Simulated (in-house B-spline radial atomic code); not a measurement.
# As: binding energies from hole states

Wanted: ΔSCF binding energies of As.

Method: Dirac-Hartree-Fock, average of configuration, Fermi nucleus, basis-set limit. Code: in-house B-spline radial atomic code version 1.

### 1 What is computed

* element: arsenic (Z = 33)
* charge: 0
* electrons: 33
* configuration: [Ar] 3d10 4s2 4p3
* Hamiltonian: Dirac-Coulomb
* nucleus: Fermi, rms radius 4.097 fm

The outer shells:

[Ar] 3d10 4s2 4p3
```
[Ar] core
3d [↑↓][↑↓][↑↓][↑↓][↑↓]
4s [↑↓]
4p [↑ ][↑ ][↑ ]
```

The boxes draw the filling by Hund's rule, which heavy ions in jj coupling don't follow; these runs average over all states of the configuration.

Settings, as recorded:

```ini
Z = 33
electrons = 33.0
configuration = [Ar] 3d10 4s2 4p3
hamiltonian = dirac
method = hf
spin_polarised = False
nucleus = fermi
rms_radius = 4.0968
mass_number = 75
atomic_mass = 74.921594562
speed_of_light = 137.035999084
```

From the earlier run of the reference: total energy -2259.441879 hartree. Levels, eight at most:

| orbital | occupation | energy (eV) | <r> (bohr) |
| --- | --- | --- | --- |
| 3s1/2 | 2 | -225.66 | 0.5956 |
| 3p1/2 | 2 | -165.48 | 0.6093 |
| 3p3/2 | 4 | -160.15 | 0.6191 |
| 3d3/2 | 4 | -57.142 | 0.6674 |
| 3d5/2 | 6 | -56.340 | 0.6720 |
| 4s1/2 | 2 | -19.396 | 1.993 |
| 4p1/2 | 1 | -9.143 | 2.524 |
| 4p3/2 | 2 | -8.858 | 2.570 |

### 2 The 1s hole

Settings, as recorded:

```ini
Z = 33
electrons = 32.0
configuration = 1s1 2s2 2p6 3s2 3p6 3d10 4s2 4p3
hamiltonian = dirac
method = hf
spin_polarised = False
nucleus = fermi
rms_radius = 4.0968
mass_number = 75
atomic_mass = 74.921594562
speed_of_light = 137.035999084
```

### 3 The 2s hole

Changes to the settings of step 2:

```diff
@@ -2,3 +2,3 @@
 electrons = 32.0
-configuration = 1s1 2s2 2p6 3s2 3p6 3d10 4s2 4p3
+configuration = 1s2 2s1 2p6 3s2 3p6 3d10 4s2 4p3
 hamiltonian = dirac
```

### 4 The 2p1/2 hole

In configurations, a minus sign after the shell means j = l − 1/2 and a plus sign j = l + 1/2; the count of electrons follows.

Changes to the settings of step 3:

```diff
@@ -2,3 +2,3 @@
 electrons = 32.0
-configuration = 1s2 2s1 2p6 3s2 3p6 3d10 4s2 4p3
+configuration = 1s2 2s2 2p-1 2p+4 3s2 3p6 3d10 4s2 4p3
 hamiltonian = dirac
```

### 5 The 2p3/2 hole

Changes to the settings of step 4:

```diff
@@ -2,3 +2,3 @@
 electrons = 32.0
-configuration = 1s2 2s2 2p-1 2p+4 3s2 3p6 3d10 4s2 4p3
+configuration = 1s2 2s2 2p-2 2p+3 3s2 3p6 3d10 4s2 4p3
 hamiltonian = dirac
```

### 6 The 3s hole

Changes to the settings of step 5:

```diff
@@ -2,3 +2,3 @@
 electrons = 32.0
-configuration = 1s2 2s2 2p-2 2p+3 3s2 3p6 3d10 4s2 4p3
+configuration = 1s2 2s2 2p6 3s1 3p6 3d10 4s2 4p3
 hamiltonian = dirac
```

### 7 The 3p1/2 hole

Changes to the settings of step 6:

```diff
@@ -2,3 +2,3 @@
 electrons = 32.0
-configuration = 1s2 2s2 2p6 3s1 3p6 3d10 4s2 4p3
+configuration = 1s2 2s2 2p6 3s2 3p-1 3p+4 3d10 4s2 4p3
 hamiltonian = dirac
```

### 8 The 3p3/2 hole

Changes to the settings of step 7:

```diff
@@ -2,3 +2,3 @@
 electrons = 32.0
-configuration = 1s2 2s2 2p6 3s2 3p-1 3p+4 3d10 4s2 4p3
+configuration = 1s2 2s2 2p6 3s2 3p-2 3p+3 3d10 4s2 4p3
 hamiltonian = dirac
```

### 9 The 3d3/2 hole

Changes to the settings of step 8:

```diff
@@ -2,3 +2,3 @@
 electrons = 32.0
-configuration = 1s2 2s2 2p6 3s2 3p-2 3p+3 3d10 4s2 4p3
+configuration = 1s2 2s2 2p6 3s2 3p6 3d-3 3d+6 4s2 4p3
 hamiltonian = dirac
```

### 10 The 3d5/2 hole

Changes to the settings of step 9:

```diff
@@ -2,3 +2,3 @@
 electrons = 32.0
-configuration = 1s2 2s2 2p6 3s2 3p6 3d-3 3d+6 4s2 4p3
+configuration = 1s2 2s2 2p6 3s2 3p6 3d-4 3d+5 4s2 4p3
 hamiltonian = dirac
```

### 11 The 4s hole

Changes to the settings of step 10:

```diff
@@ -2,3 +2,3 @@
 electrons = 32.0
-configuration = 1s2 2s2 2p6 3s2 3p6 3d-4 3d+5 4s2 4p3
+configuration = 1s2 2s2 2p6 3s2 3p6 3d10 4s1 4p3
 hamiltonian = dirac
```

### 12 The 4p hole

Changes to the settings of step 11:

```diff
@@ -2,3 +2,3 @@
 electrons = 32.0
-configuration = 1s2 2s2 2p6 3s2 3p6 3d10 4s1 4p3
+configuration = 1s2 2s2 2p6 3s2 3p6 3d10 4s2 4p2
 hamiltonian = dirac
```

Before running: What does each hole state cost in eV, and how does that compare with the orbital energies or single holes?

**Answer**, as computed:

| hole | ΔSCF (eV) | with Breit, QED, recoil (eV) | −ε of the parent (eV) | −ε less ΔSCF (eV) |
| --- | --- | --- | --- | --- |
| 1s | 11899.5 | 11874.8 | 11951.7 | 52.21 |
| 2s | 1546.47 | 1544.37 | 1573.22 | 26.75 |
| 2p1/2 | 1370.27 | 1368.23 | 1399.37 | 29.10 |
| 2p3/2 | 1333.81 | 1332.44 | 1362.42 | 28.62 |
| 3s | 217.32 | 217.07 | 225.66 | 8.34 |
| 3p1/2 | 156.95 | 156.74 | 165.48 | 8.53 |
| 3p3/2 | 152.04 | 151.93 | 160.15 | 8.11 |
| 3d3/2 | 49.263 | 49.271 | 57.142 | 7.88 |
| 3d5/2 | 48.541 | 48.586 | 56.340 | 7.80 |
| 4s | 18.428 | 18.413 | 19.396 | 0.97 |
| 4p | 8.358 | 8.356 | - | - |

What this shows: Relaxation of the remaining electrons brings each binding energy under −ε, by 52.2 eV for 1s and 0.97 eV for 4s. The spin-orbit splitting of the 2p hole is 35.79 eV with those corrections. Two partly filled shells share a symmetry and can mix in the average, which may lower the energy, in these hole states: 2p1/2; 2p3/2; 3p1/2; 3p3/2. A dash stands where an open shell is averaged over j, so that no single parent level belongs to the hole. Values are for the free atom, measured from the vacuum level.
